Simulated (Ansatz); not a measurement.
**Al3GaSb4: the band gap up the ladder of functionals**

One table from this session's results is given with a row withheld; the runs are named, their logs left out.

Program: Ansatz 0.2.0. PAW datasets, plane waves. These are computed values for a spin-unpolarised cell that may be hypothetical; none is a measurement.

## The structure to begin with

The cell was relaxed beforehand with r2SCAN.

Space group R3m (No. 160), trigonal; conventional cell a = 4.363 Å, c = 42.688 Å, 29.32 Å³ an atom. Around Al lie 4 Sb at 2.67 Å; around Al lie 4 Sb at 2.67–2.68 Å; around Ga lie 4 Sb at 2.66–2.67 Å; around Sb lie 4 Al at 2.67 Å.

The structure in full:

```
CELL_PARAMETERS angstrom
2.18146 1.25947 14.22949
-2.18146 1.25947 14.22949
0.00000 -2.51894 14.22949
ATOMIC_POSITIONS crystal
Al 0.00017 0.00017 0.00017
Al 0.24997 0.24997 0.24997
Al 0.49968 0.49968 0.49968
Ga 0.75006 0.75006 0.75006
Sb 0.31263 0.31263 0.31263
Sb 0.56239 0.56239 0.56239
Sb 0.81230 0.81230 0.81230
Sb 0.06279 0.06279 0.06279
```

Set-up of the first run:

The input, input.yaml:

```yaml
crystal:
  lattice:
    - [2.1814623467, 1.2594678731, 14.2294870421]
    - [-2.1814623467, 1.2594678731, 14.2294870421]
    - [0.0, -2.5189357462, 14.2294870421]
  atoms:
    - { symbol: Al, position: [1.0001694691, 0.0001694691, 0.0001694691] }
    - { symbol: Al, position: [0.2499722918, 0.2499722918, 0.2499722918] }
    - { symbol: Al, position: [0.4996840749, 0.4996840749, 0.4996840749] }
    - { symbol: Ga, position: [0.7500583503, 0.7500583503, 0.7500583503] }
    - { symbol: Sb, position: [0.3126349944, 0.3126349944, 0.3126349944] }
    - { symbol: Sb, position: [0.562393438, 0.562393438, 0.562393438] }
    - { symbol: Sb, position: [0.8123021192, 0.8123021192, 0.8123021192] }
    - { symbol: Sb, position: [0.0627852623, 0.0627852623, 0.0627852623] }
kpoints:
  mp_grid: { grid: [8, 8, 8] }
  band_path:
    path:
      - [[0.0, 0.0, 0.0], [-0.5, -0.5, -0.5], [-0.5, -0.1718894792238, -0.8281105207762]]
      - [[-0.1718894792238, 0.1718894792238, -0.5], [1.184850362742e-15, 1.184850362742e-15, -0.5], [0.0, 0.0, 0.0], [1.178635095271e-15, 0.3359447396119, -0.3359447396119]]
      - [[-0.3359447396119, 1.141600888811e-15, -0.6640552603881], [-0.5, 5.13174230344e-16, -0.5], [0.0, 0.0, 0.0]]
    npoints: 10
hamiltonian:
  xc: pbe
scf:
  occupations: { method: fermi_dirac, width: 0.02 }
  n_extra_bands: 6
output:
  forces: true
  stress: true
  eigenvalues: true
  write_density: true
  write_potential: true
  elf: true
  volumetric_format: npy
```

On the command line:

```
$ ansatz run input.yaml --threads 4 --pin off --max-ram 6451MiB --backend cpu --events-out ev --progress --plain --runs-dir out
```

Steps of the session up to this table: Band structure with PBE; Single point with r2SCAN; Single point with HSE06; Single point with PBE+SOC; PBE0 at the same geometry.

One of the session's tables, all rows but one given; the rest of the session is left out.

```
  level  gap (eV)
    PBE      0.60
 r2SCAN      0.95
  HSE06         ?
PBE+SOC      0.39
   PBE0      1.88
```

Q: Estimate the row for HSE06 from the others.

**Answer.** gap (eV): 1.29. In the column «gap (eV)» it lies between r2SCAN (0.95) and PBE0 (1.88).

Meshes: PBE 8×8×8, r2SCAN 8×8×8, HSE06 4×4×4, PBE+SOC 8×8×8, PBE0 4×4×4

PBE+SOC gives the least gap, 0.39 eV, and PBE0 the largest, 1.88 eV. Against HSE06, PBE is short by 0.69 eV, at 46 % of it, and r2SCAN 74 %. PBE0 lies 0.59 eV above HSE06, which differs from it by screening the long-range exchange.

Limits of these values: Warnings in the runs' records: stress scf threshold loose, stress exchange threshold loose.
